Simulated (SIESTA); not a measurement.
Bi2Te3 (Tellurobismuthite): equation of state with PBE

Bi2Te3 (Tellurobismuthite):

```
CELL_PARAMETERS angstrom
2.19300 1.26613 10.16567
-2.19300 1.26613 10.16567
0.00000 -2.53226 10.16567
ATOMIC_POSITIONS crystal
Bi 0.60000 0.60000 0.60000
Bi 0.40000 0.40000 0.40000
Te 0.79050 0.79050 0.79050
Te 0.20950 0.20950 0.20950
Te 0.00000 0.00000 0.00000
```

| Item | Value |
| --- | --- |
| Program | SIESTA 5.4.2 |
| Task | equation of state |
| Functional | PBE |
| Potentials or basis | PseudoDojo 0.4 standard (PBE files) |
| Basis | SZ (energy shift 0.003 Ry) |
| Grid cutoff | 500 Ry |
| Energy shift | 0.003 Ry |
| k mesh | 7 × 7 × 7 |
| Occupations | fermi-dirac, width 0.05 eV |
| Spin | no spin polarisation |

```yaml
Equilibrium_volume: "37.93 Å³/atom (rough: see the caveat)"
Bulk_modulus_at_fixed_shape_and_positions: 46 GPa (rough)
```

Energy against volume, from the lowest point:
| volume (Å³/atom) | energy (meV/atom) |
| --- | --- |
| 31.839 | 175.68 |
| 32.517 | 129.37 |
| 33.194 | 90.81 |
| 33.871 | 59.27 |
| 34.549 | 33.97 |
| 35.226 | 14.43 |
| 35.904 | 0.00 |

It took 8.5 min on 1 thread of AMD EPYC 9R45 96-Core Processor (Zen 5) (shared host), peak memory 1.2 GiB.

Caveat: the basis has no polarisation orbitals; the minimum lies outside the volumes run; the cell was scaled at fixed shape and fractional positions, which overstates the stiffness of a crystal with free parameters, most of all of layers and chains; the basis of atomic orbitals isn't converged, which shifts pressures, moduli and gaps.
